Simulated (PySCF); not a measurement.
# From one method to the next for AlBr⁻

Starting from one script, swap the method and compare what comes out for AlBr⁻.

The runs use PySCF 2.14.0; method and basis as typed in the scripts.

1 further run of the same task is left out (it didn't finish).

## (1) Starting geometry

AlBr⁻: 2 atoms, charge -1, spin multiplicity 2.

Bond lengths: Al1–Br2 2.169 Å.

## (2) Base script

input.py

```python
from pyscf import gto, scf, mp

mol = gto.M(
    atom='Al 0 0 0; Br 0 0 2.169',
    basis='6-31g',
    charge=-1,
    spin=1,
    verbose=3,
)
mf = scf.UHF(mol)
mf.kernel()
mp.MP2(mf).kernel()
mf.dip_moment()
print('orbital energies (hartree):', [e[max(0, n-3):n+3].round(4) for e, n in zip(mf.mo_energy, mol.nelec)])
```

Run with:

```console
$ OMP_NUM_THREADS=1 python input.py
```

## (3) Frequency run

Edit 1 changes step after the SCF: mp2 → frequency.

Edit input.py of step 2 so:

```diff
@@ -1,2 +1,3 @@
-from pyscf import gto, scf, mp
+from pyscf import gto, scf
+from pyscf.hessian import thermo
 
@@ -11,3 +12,4 @@
 mf.kernel()
-mp.MP2(mf).kernel()
+hess = mf.Hessian().kernel()
+print('wavenumber (cm^-1) =', thermo.harmonic_analysis(mol, hess)['freq_wavenumber'].round(1))
 mf.dip_moment()
```

## (4) Revtpss (UKS)

Edit 2 changes functional: none (Hartree–Fock) → revtpss; SCF type: UHF → UKS; step after the SCF: mp2 → analyze.

input.py

```python
from pyscf import gto, dft

mol = gto.M(
    atom='Al 0 0 0; Br 0 0 2.169',
    basis='6-31g',
    charge=-1,
    spin=1,
    verbose=3,
)
mf = dft.UKS(mol, xc='revtpss')
mf.kernel()
mf.analyze()
print('orbital energies (hartree):', [e[max(0, n-3):n+3].round(4) for e, n in zip(mf.mo_energy, mol.nelec)])
```

## (5) MP2

Edit 3 changes frozen orbitals: none → 14.

Edit input.py of step 2 so:

```diff
@@ -11,3 +11,3 @@
 mf.kernel()
-mp.MP2(mf).kernel()
+mp.MP2(mf, frozen=14).kernel()
 mf.dip_moment()
```

## (6) Pbe (UKS)

Edit 4 changes functional: none (Hartree–Fock) → pbe; SCF type: UHF → UKS; step after the SCF: mp2 → analyze.

input.py

```python
from pyscf import gto, dft

mol = gto.M(
    atom='Al 0 0 0; Br 0 0 2.169',
    basis='6-31g',
    charge=-1,
    spin=1,
    verbose=3,
)
mf = dft.UKS(mol, xc='pbe')
mf.kernel()
mf.analyze()
print('orbital energies (hartree):', [e[max(0, n-3):n+3].round(4) for e, n in zip(mf.mo_energy, mol.nelec)])
```

What does the calculation give? Wanted: for each run, E(SCF); from base; gap, α spin; after the SCF.

As calculated:

| run | E(SCF) (hartree) | from base (eV) | gap, α spin (eV) | after the SCF |
| --- | --- | --- | --- | --- |
| base | -2813.967542 | 0 | 5.73 | MP2 correlation -5.889 eV |
| frequency run | -2813.967542 | 0.0000 | 5.73 | highest mode 542 cm⁻¹ |
| revtpss (UKS) | -2815.433658 | not comparable | 0.39 | n/a |
| MP2 | -2813.967542 | 0.0000 | 5.73 | MP2 correlation -5.060 eV, core frozen |
| pbe (UKS) | -2815.687662 | not comparable | 0.12 | n/a |

The highest filled level of this anion is positive: the basis lacks diffuse functions or the electron is not bound, so these numbers hang on the basis. A lower total energy from another functional means nothing by itself. The dearest run is “frequency run”, at 18 s against 1.4 s.
